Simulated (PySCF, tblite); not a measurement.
# C₃H₆ClOSi radical: geometry, infrared bands and EPR parameters

Aim: predict the infrared bands and EPR parameters of C₃H₆ClOSi radical (`C=C(Cl)[C](O)[SiH3]`).

Programs: tblite 0.8.0 and PySCF 2.14.0, with density-fitted response routines of our own. Each step states its level of theory. These are calculated values for one molecule in the gas phase, unless marked as measured. Atoms count from 0, in the outputs and in this text.

### Step 1. Starting geometry

12 atoms, charge 0, multiplicity 2; geometry from: force field or distance geometry start.

Bonds of the start (Å): C0–C1 1.34, C1–Cl2 1.73, C1–C3 1.45, C3–O4 1.38, C3–Si5 1.83, C0–H6 1.09, C0–H7 1.08, O4–H8 0.97, Si5–H9 1.49, Si5–H10 1.49, Si5–H11 1.48.

### Step 2. Relaxing the molecule with GFN2-xTB

The job: settings as JSON, then the geometry in Å.

```
{"job": {"kind": "relax", "xc": "GFN2-xTB", "basis": "xTB"}, "charge": 0, "multiplicity": 2}
C     -1.645100    -0.852900    -0.302300
C     -1.026000     0.335800    -0.338300
Cl    -1.865900     1.675500    -1.030700
C      0.294200     0.619000     0.199700
O      0.535700     1.905300     0.646600
Si     1.660500    -0.597700     0.211900
H     -2.649600    -0.959300    -0.722900
H     -1.216900    -1.733900     0.150800
H     -0.234600     2.480600     0.513500
H      1.263100    -1.823500     0.961900
H      2.882000    -0.043800     0.855600
H      2.003800    -1.005800    -1.171900
```

Run with:

```
$ OMP_NUM_THREADS=1 python probes_run.py task.json out
```

One launch serves the whole session: the jobs run in the order shown.

Log:

```text
step      E/eV     max force
  0    -537.34398    2.441
  1    -537.45286    0.510
  2    -537.46398    0.322
  3    -537.47251    0.281
  4    -537.48071    0.310
  5    -537.48923    0.362
  6    -537.49960    0.365
  7    -537.50905    0.289
  8    -537.51651    0.228
  9    -537.52296    0.279
 10    -537.53124    0.309
 11    -537.54078    0.275
 12    -537.54875    0.233
 13    -537.55394    0.198
 14    -537.55832    0.221
 15    -537.56357    0.275
 16    -537.57039    0.240
 17    -537.57695    0.215
 18    -537.58117    0.188
 19    -537.58390    0.144
 20    -537.58698    0.155
 21    -537.59104    0.178
 22    -537.59504    0.171
 23    -537.59808    0.129
 24    -537.60083    0.140
 25    -537.60441    0.164
 26    -537.60956    0.222
 27    -537.61560    0.219
 28    -537.62069    0.162
 29    -537.62389    0.122
 30    -537.62602    0.111
 31    -537.62799    0.118
 32    -537.62934    0.163
 33    -537.63061    0.088
 34    -537.63143    0.092
 35    -537.63227    0.094
 36    -537.63303    0.063
 37    -537.63363    0.065
 38    -537.63400    0.043
 39    -537.63439    0.056
 40    -537.63499    0.073
 41    -537.63573    0.079
 42    -537.63630    0.056
 43    -537.63652    0.023
 44    -537.63659    0.021
 45    -537.63664    0.018
 46    -537.63671    0.019
 47    -537.63678    0.019
 48    -537.63683    0.014
 49    -537.63684    0.009
```

Run time: 0.25 s. Hardware: 1 thread of Arm Neoverse V2, shared host.

Relaxation path: (not every step is listed)

```tsv
step	energy from step 0 (eV)	largest force (eV/Å)
0	0.0000	2.4414
1	-0.1089	0.5099
2	-0.1200	0.3218
3	-0.1285	0.2810
4	-0.1367	0.3100
5	-0.1453	0.3621
6	-0.1556	0.3654
7	-0.1651	0.2891
8	-0.1725	0.2280
11	-0.1968	0.2751
14	-0.2143	0.2213
17	-0.2330	0.2148
20	-0.2430	0.1550
23	-0.2541	0.1290
26	-0.2656	0.2217
29	-0.2799	0.1222
32	-0.2854	0.1635
35	-0.2883	0.0939
38	-0.2900	0.0432
41	-0.2917	0.0787
44	-0.2926	0.0210
45	-0.2927	0.0183
46	-0.2927	0.0192
47	-0.2928	0.0190
48	-0.2929	0.0144
49	-0.2929	0.0094
```

Distances of close pairs at the start and the end, largest changes first:

```tsv
bond	before (Å)	after (Å)	change (Å)
C1–C3	1.453	1.394	-0.059
C3–Si5	1.830	1.882	+0.052
C1–Cl2	1.726	1.772	+0.046
C3–O4	1.383	1.349	-0.034
Si5–H10	1.488	1.458	-0.029
Si5–H9	1.491	1.466	-0.025
C0–H6	1.094	1.073	-0.021
C0–C1	1.341	1.357	+0.017
```

The next job starts from the end point, and lists it.

### Step 3. Infrared spectrum with GFN2-xTB

The job: settings as JSON, then the geometry in Å.

```
{"job": {"kind": "ir", "xc": "GFN2-xTB", "basis": "xTB"}, "charge": 0, "multiplicity": 2}
C     -1.599538    -0.869936    -0.449007
C     -1.058020     0.351117    -0.207206
Cl    -2.138733     1.751238    -0.316810
C      0.268727     0.630745     0.116727
O      0.679514     1.901532     0.305978
Si     1.633259    -0.649027     0.319329
H     -2.639304    -0.988256    -0.686890
H     -0.985770    -1.748925    -0.402394
H     -0.078002     2.503761     0.183500
H      1.148063    -1.753977     1.150975
H      2.748005     0.044128     0.954873
H      2.022998    -1.173085    -0.995103
```

Log:

```text
mode    cm-1     km/mol
  1      57.4      0.12
  2      78.7      0.05
  3     182.1      0.48
  4     269.8      3.62
  5     271.8      3.42
  6     353.1      8.83
  7     378.3      8.53
  8     465.7      1.99
  9     525.4      3.20
 10     545.6     55.81
 11     555.8     95.09
 12     576.3     65.85
 13     635.1     17.09
 14     693.4      3.26
 15     730.6     17.49
 16     765.1    177.03
 17     777.3    289.69
 18     791.7    371.02
 19     975.5     46.09
 20    1142.8    300.75
 21    1268.3      6.83
 22    1313.2     85.37
 23    1400.1     99.40
 24    1500.1     18.98
 25    2220.2    313.86
 26    2242.5    192.19
 27    2311.1    234.00
 28    3133.6      3.43
 29    3172.9     19.45
 30    3303.8     29.67
```

It took 0.28 s on 1 thread of Arm Neoverse V2, shared host.

Which atoms move in the most intense modes:

```tsv
cm⁻¹	km/mol	atoms
765	177.0	H10 57 %, H9 20 %, H11 17 %
777	289.7	H9 34 %, H11 34 %, H10 23 %
792	371.0	H9 40 %, H11 40 %
1143	300.8	H8 34 %, C1 24 %, O4 15 %, C3 14 %
1400	99.4	C3 31 %, H6 26 %, C1 16 %, H7 15 %
2220	313.9	H11 91 %
2242	192.2	H9 91 %
2311	234.0	H10 97 %
```

### Step 4. EPR parameters: B3LYP/pcH-1

Settings changed since step 3:

```diff
@@ -1,2 +1,2 @@
-{"job": {"kind": "ir", "xc": "GFN2-xTB", "basis": "xTB"}, "charge": 0, "multiplicity": 2}
+{"job": {"kind": "epr", "basis": "pcH-1"}, "charge": 0, "multiplicity": 2}
 C     -1.599538    -0.869936    -0.449007
```

Level: UKS B3LYP, pcH-1 on C Cl H O Si, non-relativistic, mean-field spin-orbit, GIAO.

Log:

```text
UKS, coarse grid
  cycle   1  E = -942.73508487  |g| = 4.64e-01
  cycle   2  E = -942.62946654  |g| = 7.06e-01
  cycle   3  E = -942.80501288  |g| = 1.06e-01
  cycle   4  E = -942.80925477  |g| = 3.98e-02
  cycle   5  E = -942.81006022  |g| = 1.59e-02
  cycle   6  E = -942.81020430  |g| = 5.92e-03
  cycle   7  E = -942.81023763  |g| = 3.54e-03
  cycle   8  E = -942.81024784  |g| = 1.30e-03
  cycle   9  E = -942.81025111  |g| = 5.49e-04
UKS, final grid
  cycle   1  E = -942.81025278  |g| = 7.53e-04
  cycle   2  E = -942.81025243  |g| = 1.19e-03
  cycle   3  E = -942.81025305  |g| = 8.34e-05
  cycle   4  E = -942.81025306  |g| = 4.16e-05
  cycle   5  E = -942.81025306  |g| = 2.68e-05
E = -942.81025306 Eh   <S^2> = 0.7726 (exact 0.7500)
g shifts (ppm)      1          2          3
  rmc          -175       -175       -175
  gc             -3         44         28
  oz_so          56        457       1510
  total        -123        325       1363
hyperfine (MHz)  atom isotope    a_iso     a_fc   dipolar eigenvalues
    0   13C      47.42      47.49    -46.21    -44.62     90.83
    1   13C     -50.16     -50.09    -26.04     10.41     15.63
    2  35Cl      -1.72      -1.78     -5.41      1.31      4.10
    3   13C      50.20      50.22    -46.78    -46.69     93.48
    4   17O     -18.78     -18.82    -58.73     28.34     30.39
    5  29Si      25.12      25.16     -1.30     -1.18      2.48
    6    1H     -38.40     -38.40    -22.56     -0.14     22.70
    7    1H     -35.12     -35.12    -19.23     -1.22     20.45
    8    1H     -10.90     -10.93    -11.28     -7.13     18.41
    9    1H      16.46      16.46     -2.33     -1.37      3.70
   10    1H       1.01       1.01     -2.07     -2.04      4.11
   11    1H      30.11      30.11     -1.96     -1.61      3.57
```

It took 44 s on 1 thread of Arm Neoverse V2, shared host; peak memory 0.78 GiB.

Principal g values 2.00220, 2.00264, 2.00368; g(iso) = 2.00284, against 2.00232 for a free electron.

Hyperfine couplings; where a row names several nuclei, a(iso) is their mean (it holds for fast rotation or exchange) and the dipolar term the largest among them:

```tsv
nuclei	isotope	a(iso) (MHz)	a(iso) (G, at g = 2.0023)	largest dipolar term (MHz)
C3	13C	50.2	17.9	93.5
C1	13C	-50.2	-17.9	-26.0
C0	13C	47.4	16.9	90.8
H6	1H	-38.4	-13.7	22.7
H7	1H	-35.1	-12.5	20.5
Si5	29Si	25.1	9.0	2.5
O4	17O	-18.8	-6.7	-58.7
H9, H10, H11	1H	15.9	5.7	4.1
H8	1H	-10.9	-3.9	18.4
Cl2	35Cl	-1.7	-0.6	-5.4
```

Mulliken spin populations:

```tsv
atom	value (e)
C0	0.60
C1	-0.21
Cl2	-0.01
C3	0.54
O4	0.13
Si5	-0.02
H6	-0.03
H7	-0.02
H8	0.00
H9	0.01
H10	0.00
H11	0.02
```

In first order the couplings over 0.8 MHz of 1H, 35Cl give 125 distinct lines over 48.9 G, if the averaged nuclei exchange fast.

Orbitals, density, ELF and potential are computed afterwards from the orbital file.

ELF in a plane through or near 9 of the atoms.

Values, 10 rows by 14 columns:
```
0.00 0.00 0.00 0.00 0.00 0.00 0.00 0.00 0.00 0.00 0.00 0.00 0.00 0.00
0.00 0.00 0.00 0.00 0.00 0.00 0.00 0.00 0.00 0.00 0.00 0.00 0.00 0.00
0.00 0.00 0.03 0.24 0.58 0.07 0.91 0.58 0.69 0.15 0.00 0.00 0.00 0.00
0.00 0.02 0.39 0.75 0.59 0.59 0.48 0.44 0.79 0.06 0.51 0.87 0.05 0.00
0.00 0.05 0.69 0.90 0.37 0.77 0.81 0.49 0.69 0.40 1.00 1.00 0.71 0.00
0.00 0.00 0.07 0.07 0.14 0.72 0.44 0.44 0.26 0.64 0.56 0.78 0.18 0.00
0.00 0.00 0.31 0.99 0.99 0.39 0.90 0.13 0.39 0.57 0.24 0.05 0.00 0.00
0.00 0.00 0.04 0.83 0.53 0.49 0.99 0.54 0.04 0.16 0.04 0.00 0.00 0.00
0.00 0.00 0.00 0.00 0.00 0.01 0.10 0.00 0.00 0.00 0.00 0.00 0.00 0.00
0.00 0.00 0.00 0.00 0.00 0.00 0.00 0.00 0.00 0.00 0.00 0.00 0.00 0.00
```
The map spans 10.8 Å across and 10.1 Å up, centred on the molecule. Atoms in the plane (x, y in Å): C0 (-1.5, -1.2), C1 (-1.1, 0.1), Cl2 (-2.5, 1.3), C3 (0.2, 0.7), O4 (0.4, 2.0), Si5 (1.8, -0.3), H6 (-2.5, -1.5), H7 (-0.7, -1.9), H8 (-0.5, 2.5).

log10 of the density (e/Å³) in the same plane.

Ten even steps from ' ' (-4.0) to '@' (1.9):
```
                                                        
                                                        
              ............::::....                      
        ..::::::--------========--::::                  
      ..::--==========++********++==--::....            
    ..::--==++++**++++++########**++==--::::::..        
  ..::--==****####****++**##%%%%**++==--------::....    
  ..::--++**##@@@@##**++++######**++====++====--::..    
  ..::--++****######******##@@##**++++******++==--::..  
  ....--==++++******##@@########****##******++==--::..  
    ..::--====++++**####**********%%@@%%**++++--::....  
      ..::====++**######**++==++++####**++====--::..    
      ..--==++**####@@##**++====++++++++====--::..      
      ..--==++********####++======++++====--::..        
        ::----====++++++++++==------------::....        
        ..::::------======----::::::::::::....          
            ......::::::::::............                
                                                        
                                                        
                                                        
```
The map spans 10.8 Å across and 10.1 Å up, centred on the molecule. Atoms in the plane (x, y in Å): C0 (-1.5, -1.2), C1 (-1.1, 0.1), Cl2 (-2.5, 1.3), C3 (0.2, 0.7), O4 (0.4, 2.0), Si5 (1.8, -0.3), H6 (-2.5, -1.5), H7 (-0.7, -1.9), H8 (-0.5, 2.5).

On the surface of density 0.002 e/bohr³ the electrostatic potential runs, from the 1st to the 99th percentile, from -1.00 V near O4 to 1.63 V near H8.

The spin density lies nearest to C0, C3 about 32 % each; O4 11 %; C1 9 % (beta excess).

### Step 5. Results

```
                                 quantity                 value
strongest single infrared mode (GFN2-xTB)  792 cm⁻¹, 371 km/mol
             zero-point energy (GFN2-xTB)         46.7 kcal/mol
                           g(iso) (B3LYP)               2.00284
                                     ⟨S²⟩    0.773 (exact 0.75)
       largest a(iso) (averaged by class)   13C on C3, 50.2 MHz
    surface potential, 1st and 99th percentile    -1.00 V and 1.63 V
```

What this shows: Over 49 steps the energy fell by 0.293 eV; of the close pairs, C1–C3 changed most, 1.453 to 1.394 Å. No mode is imaginary among the 30: a minimum at this level. The strongest single mode, at 792 cm⁻¹, moves mainly H9 and H11. GFN2-xTB is a fitted tight-binding method: band positions and strengths are rough. Its intensities can rank the bands wrongly. The largest spin populations lie on C0 (0.60 e), C3 (0.54 e). The isotropic g lies 0.5 ppt above the free-electron value.
